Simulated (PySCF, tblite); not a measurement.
# C6H7Cl: geometry, infrared bands and NMR shifts

Wanted: the infrared bands and NMR shifts of C6H7Cl (`Cl/C=C/CC1=CC1`), by calculation.

Programs: tblite 0.8.0 and PySCF 2.14.0, with density-fitted response routines of our own. Each step states its level of theory. These are calculated values for one molecule in the gas phase, unless marked as measured. Atoms are numbered from 0 throughout.

## 1. The starting structure

14 atoms, charge 0, multiplicity 1; geometry from: force field or distance geometry start.

Bonds of the start (Å): Cl0–C1 1.72, C1–C2 1.32, C2–C3 1.50, C3–C4 1.44, C4–C5 1.30, C5–C6 1.43, C6–C4 1.43, C1–H7 1.09, C2–H8 1.09, C3–H9 1.09, C3–H10 1.11, C5–H11 1.06, C6–H12 1.09, C6–H13 1.08.

## 2. Relaxing the molecule with GFN2-xTB

The job: settings as JSON, then the geometry in Å.

```
{"job": {"kind": "relax", "xc": "GFN2-xTB", "basis": "xTB"}, "charge": 0, "multiplicity": 1}
Cl     3.924900     0.731000     0.254000
C      2.426700    -0.087300     0.463700
C      1.476900    -0.102900    -0.448700
C      0.161400    -0.811000    -0.299200
C     -0.965000     0.087000    -0.283400
C     -1.563900     1.241900    -0.342100
C     -2.393200     0.079700    -0.211300
H      2.378800    -0.586800     1.436200
H      1.623300     0.430100    -1.387600
H      0.054500    -1.534900    -1.110200
H      0.153900    -1.406700     0.634000
H     -1.504200     2.296300    -0.416800
H     -2.838900    -0.100900     0.771300
H     -2.935800    -0.236000    -1.087000
```

On the command line:

```
$ OMP_NUM_THREADS=1 python probes_run.py task.json out
```

One launch serves the whole session: the jobs run in the order shown.

**Question.** This job is followed by: GFN2-xTB harmonic vibrations, gas phase; GIAO PBE0/pcSseg-1 NMR shielding, non-relativistic, gas phase. Predict these results of the whole session: strongest single infrared mode (GFN2-xTB); zero-point energy (GFN2-xTB); 13C shifts against TMS (PBE0/pcSseg-1); 1H shifts against TMS (PBE0/pcSseg-1, means over atoms taken as alike); 35Cl shifts against HCl (PBE0/pcSseg-1); surface potential, 1st and 99th percentile.

As calculated:

| quantity | value |
| --- | --- |
| strongest single infrared mode (GFN2-xTB) | 3015 cm⁻¹, 84 km/mol |
| zero-point energy (GFN2-xTB) | 66.8 kcal/mol |
| 13C shifts against TMS (PBE0/pcSseg-1) | 138.9, 132.2, 128.8, 109.3, 35.3, 9.4 ppm |
| 1H shifts against TMS (PBE0/pcSseg-1, means over atoms taken as alike) | 6.79, 6.42, 6.22, 3.36, 1.03 ppm |
| 35Cl shifts against HCl (PBE0/pcSseg-1) | 203 ppm |
| surface potential, 1st and 99th percentile | -0.57 V and 1.14 V |

**Reading.** The optimisation took 42 steps and gained 0.262 eV; among the close pairs (by a distance rule), C4–C6 changed most, from 1.430 to 1.502 Å. All 36 modes are real, so the xTB geometry is a minimum. The strongest single mode, at 3015 cm⁻¹, moves mainly H12 and H13. GFN2-xTB is a fitted tight-binding method: band positions and strengths are rough. Its intensities can rank the bands wrongly. At PBE0/pcSseg-1: The widest tensor belongs to Cl0: span 449 ppm, with a paramagnetic part of -397 ppm.
